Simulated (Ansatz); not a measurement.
# Cl3Hf: the cost of one run

Computed with Ansatz 0.2.0, Gaussian basis. Level: def2-SVP, all electrons in the functionals.

To be run: PBE, r2SCAN, PBE0, B3LYP, wB97M-V, at charge 0, quartet; charge 0, doublet; charge 0, sextet; charge 1, triplet; charge 1, quintet.

12 further runs of the same task are left out: 4 for a known fault of the program, 2 that didn't finish, 6 set aside as unsound or not needed.

## (1) The system

The geometry is a PBE0/def2-TZVP stationary point (not a proven minimum). No spin-orbit coupling is included. Elements past krypton take def2 core potentials.

4 atoms, charge 0, spin multiplicity 4.

Atoms are counted from 1 here; the program's logs count them from 0.

Bond lengths: Hf1–Cl2 2.537 Å, Hf1–Cl3 2.339 Å, Hf1–Cl4 2.537 Å. Angles: Cl2–Hf1–Cl3 149.7°, Cl2–Hf1–Cl4 60.6°, Cl3–Hf1–Cl4 149.7°.

No dispersion term is added; wB97M-V holds VV10 nonlocal correlation. B3LYP takes the VWN-RPA correlation.

The geometry shown and the zero of energy belong to the point charge 0, quartet. The yardstick, UCCSD(T), and other wave-function levels (R restricted, U unrestricted, valence and pair active spaces) come from earlier runs.

## (2) PBE, charge 0, quartet

in.yaml reads:

```yaml
crystal:
  periodic: [false, false, false]
  atoms:
    - {symbol: Hf, position_ang: [0.000000, 0.000000, 0.253960]}
    - {symbol: Cl, position_ang: [0.000000, 1.280047, -1.935971]}
    - {symbol: Cl, position_ang: [0.000000, 0.000000, 2.593368]}
    - {symbol: Cl, position_ang: [0.000000, -1.280047, -1.935971]}
basis:
  gaussian: {orbitals: def2-SVP}
magnetization: {spin_polarized: true, initial_magnetization: 3}
hamiltonian: {xc: {name: PBE}}
output: {orbitals: {seedname: orbitals}}
```

Command:

```console
$ ansatz run in.yaml --threads 1 --pin off --events-out ev --progress --plain --max-ram 2816MiB --backend cpu
```

**Question.** How long does this run take on 1 thread of AMD EPYC 7R13, shared host, and how much memory does it need?

About 41 s, with a peak of 0.25 GiB.
